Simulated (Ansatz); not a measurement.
# FH8NSi3: how energies converge with the basis set

One table from this session's results is given with a row withheld; the runs are named, their logs left out.

Computed with Ansatz 0.2.0, Gaussian basis. Level: one geometry, several basis sets.

Plan: PBE0-D4/def2-SVP; ωB97M-V/def2-SVP; PBE0-D4/def2-QZVPP; ωB97M-V/def2-QZVPP; the functionals' def2-TZVPP values are taken from earlier runs.

## Structure used throughout

The geometry comes from an earlier relaxation with PBE0-D4 in a triple-zeta def2 set; it is a stationary point, not always the lowest conformer.

SMILES `F[SiH2]N([SiH3])[SiH3]`, 13 atoms, charge 0, spin multiplicity 1.

Atoms are counted from 1 here; the program's logs count them from 0.

Bond lengths: F1–Si2 1.599 Å, Si2–N3 1.713 Å, Si2–H6 1.479 Å, Si2–H7 1.482 Å, N3–Si4 1.744 Å, N3–Si5 1.743 Å, Si4–H8 1.486 Å, Si4–H9 1.485 Å, Si4–H10 1.487 Å, Si5–H11 1.485 Å, Si5–H12 1.485 Å, Si5–H13 1.486 Å. Angles: F1–Si2–N3 111.2°, F1–Si2–H6 106.2°, F1–Si2–H7 107.3°, N3–Si2–H6 111.1°, N3–Si2–H7 108.1°, H6–Si2–H7 112.9°, Si2–N3–Si4 119.9°, Si2–N3–Si5 121.3°, Si4–N3–Si5 118.7°, N3–Si4–H8 111.5°, N3–Si4–H9 110.6°, N3–Si4–H10 107.3°, H8–Si4–H9 108.7°, H8–Si4–H10 108.9°, H9–Si4–H10 109.9°, N3–Si5–H11 111.2°, N3–Si5–H12 107.6°, N3–Si5–H13 110.4° and more.

The first run:

Contents of in.yaml:

```yaml
crystal:
  periodic: [false, false, false]
  atoms:
    - {symbol: F, position_ang: [1.160964, 2.228660, 1.060160]}
    - {symbol: Si, position_ang: [1.129293, 1.289605, -0.233380]}
    - {symbol: N, position_ang: [0.012139, 0.005252, -0.039687]}
    - {symbol: Si, position_ang: [0.584476, -1.592686, 0.360667]}
    - {symbol: Si, position_ang: [-1.705308, 0.271619, -0.172321]}
    - {symbol: H, position_ang: [0.748557, 2.160618, -1.365886]}
    - {symbol: H, position_ang: [2.482555, 0.705179, -0.385647]}
    - {symbol: H, position_ang: [1.209444, -2.256344, -0.812669]}
    - {symbol: H, position_ang: [1.582147, -1.529280, 1.458543]}
    - {symbol: H, position_ang: [-0.593844, -2.388681, 0.794129]}
    - {symbol: H, position_ang: [-2.384170, 0.050432, 1.129896]}
    - {symbol: H, position_ang: [-1.909010, 1.676922, -0.607521]}
    - {symbol: H, position_ang: [-2.296843, -0.656096, -1.171582]}
basis:
  gaussian: {orbitals: def2-SVP}
hamiltonian: {xc: pbe0, dispersion: d4}
output: {orbitals: {seedname: orbitals}}
```

Steps of the session up to this table: PBE0-D4 in def2-SVP; ωB97M-V in def2-SVP; PBE0-D4 in def2-QZVPP; ωB97M-V in def2-QZVPP.

One of the session's tables, all rows but one given; the rest of the session is left out.

It belongs to the step «Density functionals: the series». 

| functional | basis | HOMO (eV) | LUMO (eV) |
| --- | --- | --- | --- |
| PBE0-D4 | def2-SVP | -8.04 | 0.07 |
| PBE0-D4 | def2-TZVPP | -8.13 | -0.33 |
| PBE0-D4 | def2-QZVPP | -8.14 | -0.42 |
| ωB97M-V | def2-SVP | ? | ? |
| ωB97M-V | def2-TZVPP | -10.39 | 1.40 |
| ωB97M-V | def2-QZVPP | -10.40 | 1.20 |

Q: Estimate the row for ωB97M-V, def2-SVP from the others.

As computed: HOMO (eV): -10.27; LUMO (eV): 1.97. In the column «HOMO (eV)» it lies between ωB97M-V, def2-TZVPP (-10.39) and PBE0-D4, def2-QZVPP (-8.14).
